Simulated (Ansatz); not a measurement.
**BiTe under changes of volume**

One of the cells (33.725 Å³/atom); the others are scaled copies at fixed shape and fractional positions:

```
Bi Te
1.0
     2.42271    1.39875    3.31729
    -2.42271    1.39875    3.31729
     0.00000   -2.79750    3.31729
Bi Te
1 1
Direct
  0.50000 0.50000 0.50000
  0.00000 0.00000 0.00000
```

The cell comes from a database or a generator and needn't be the stable form of this composition.

```yaml
Program: Ansatz 0.2.0
Functional: PBE
Potentials_or_basis: SPMS NC
Cutoff: "680 eV (not typed: the program's choice for these potentials)"
k_mesh: 7 × 7 × 7
Occupations: fermi-dirac, width 0.05 eV
Spin: no spin polarisation
```

| volume (Å³/atom) | energy over the lowest point (meV/atom) | pressure (GPa) |
| --- | --- | --- |
| 31.701 | 23.60 | 3.7 |
| 32.376 | 10.77 | 2.4 |
| 33.050 | 3.08 | 1.2 |
| 33.725 | 0.00 | 0.2 |
| 34.399 | 1.05 | -0.7 |
| 35.074 | 5.80 | -1.5 |
| 35.748 | ? | ? |

Question: What does the run at 35.748 Å³/atom give?

Answer: Energy over the lowest point 13.87 meV/atom; pressure -2.3 GPa.

Worked out: A Birch-Murnaghan fit of order 3 (a polynomial in V^(-2/3)) to the other rows has its minimum at 33.88 Å³/atom with B0 = V·E''(V) = 48 GPa and B' = 4.5 at fixed shape and positions, which overstates the stiffness. It gives 13.87 meV/atom at 35.748 Å³/atom, against the run's 13.87, and -dE/dV = -2.3 GPa, against -2.3.

Energies are extrapolated to zero smearing.
